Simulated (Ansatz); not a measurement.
**H6NSbSi: small, medium and large basis sets**

Aim: see how fast density functionals converge with the basis set for H6NSbSi.

Program: Ansatz 0.2.0, Gaussian basis. Level of theory: one geometry, several basis sets. These are calculated values, not measurements.

Levels to be run: PBE0-D4/def2-SVP; ωB97M-V/def2-SVP; PBE0-D4/def2-QZVPP; ωB97M-V/def2-QZVPP; the functionals' def2-TZVPP values are taken from earlier runs.

### 1 Structure used throughout

All runs share one geometry, relaxed beforehand with PBE0-D4 in a triple-zeta def2 set. Sb takes the def2 core potential; no spin-orbit term is included.

SMILES `[SiH3][NH][SbH2]`, 9 atoms, charge 0, spin multiplicity 1.

Atoms are counted from 1 here; the program's logs count them from 0.

Bond lengths: Si1–N2 1.720 Å, Si1–H4 1.492 Å, Si1–H5 1.489 Å, Si1–H6 1.487 Å, N2–Sb3 2.028 Å, N2–H7 1.008 Å, Sb3–H8 1.720 Å, Sb3–H9 1.713 Å. Angles: N2–Si1–H4 113.7°, N2–Si1–H5 108.9°, N2–Si1–H6 108.8°, H4–Si1–H5 108.1°, H4–Si1–H6 107.2°, H5–Si1–H6 110.1°, Si1–N2–Sb3 126.1°, Si1–N2–H7 118.1°, Sb3–N2–H7 112.7°, N2–Sb3–H8 96.6°, N2–Sb3–H9 94.5°, H8–Sb3–H9 90.0°.

Geometry (Å):

```mol
H6NSbSi
  3D, bonds by distance, orders not assigned

  9  8  0  0  0  0  0  0  0  0999 V2000
   -0.5358    0.6819   -0.8520 Si  0  0
    0.9160    0.0066   -0.2247 N   0  0
    1.0701   -1.1855    1.4083 Sb  0  0
   -1.4843   -0.3342   -1.3954 H   0  0
   -0.1936    1.6290   -1.9486 H   0  0
   -1.2413    1.3993    0.2427 H   0  0
    1.7057   -0.0795   -0.8454 H   0  0
   -0.3880   -2.0605    1.1533 H   0  0
    0.2397   -0.1036    2.4448 H   0  0
  1  2  8  0
  2  3  8  0
  1  4  8  0
  1  5  8  0
  1  6  8  0
  2  7  8  0
  3  8  8  0
  3  9  8  0
M  END
```

### 2 PBE0-D4 in def2-SVP

The input, in.yaml:

```yaml
crystal:
  periodic: [false, false, false]
  atoms:
    - {symbol: Si, position_ang: [-0.535803, 0.681937, -0.852027]}
    - {symbol: N, position_ang: [0.916018, 0.006607, -0.224718]}
    - {symbol: Sb, position_ang: [1.070137, -1.185471, 1.408322]}
    - {symbol: H, position_ang: [-1.484287, -0.334159, -1.395415]}
    - {symbol: H, position_ang: [-0.193646, 1.629002, -1.948597]}
    - {symbol: H, position_ang: [-1.241335, 1.399312, 0.242653]}
    - {symbol: H, position_ang: [1.705684, -0.079521, -0.845400]}
    - {symbol: H, position_ang: [-0.388037, -2.060453, 1.153322]}
    - {symbol: H, position_ang: [0.239669, -0.103553, 2.444759]}
basis:
  gaussian: {orbitals: def2-SVP}
hamiltonian: {xc: pbe0, dispersion: d4}
output: {orbitals: {seedname: orbitals}}
```

Started as:

```sh
$ ansatz run in.yaml --threads 2 --pin off --events-out ev --progress --plain --max-ram 4352MiB
```

After this run come: ωB97M-V in def2-SVP; PBE0-D4 in def2-QZVPP; ωB97M-V in def2-QZVPP.

**Question.** What will the summary of the whole plan be? Wanted: PBE0-D4: double and triple zeta above quadruple; ωB97M-V: double and triple zeta above quadruple.

**Answer**, as computed:

| quantity | value |
| --- | --- |
| PBE0-D4: double and triple zeta above quadruple | 5.51, 0.44 eV |
| ωB97M-V: double and triple zeta above quadruple | 5.63, 0.42 eV |

**Reading.** For PBE0-D4 the step from double to triple zeta gains 5.07 eV and the next only 0.44 eV. These are total energies; as a rule much of such shifts cancels in differences, which this series doesn't test. The LUMO of ωB97M-V is positive and keeps falling with the basis (1.27 to 0.60 eV): an unbound level that the basis holds in place.
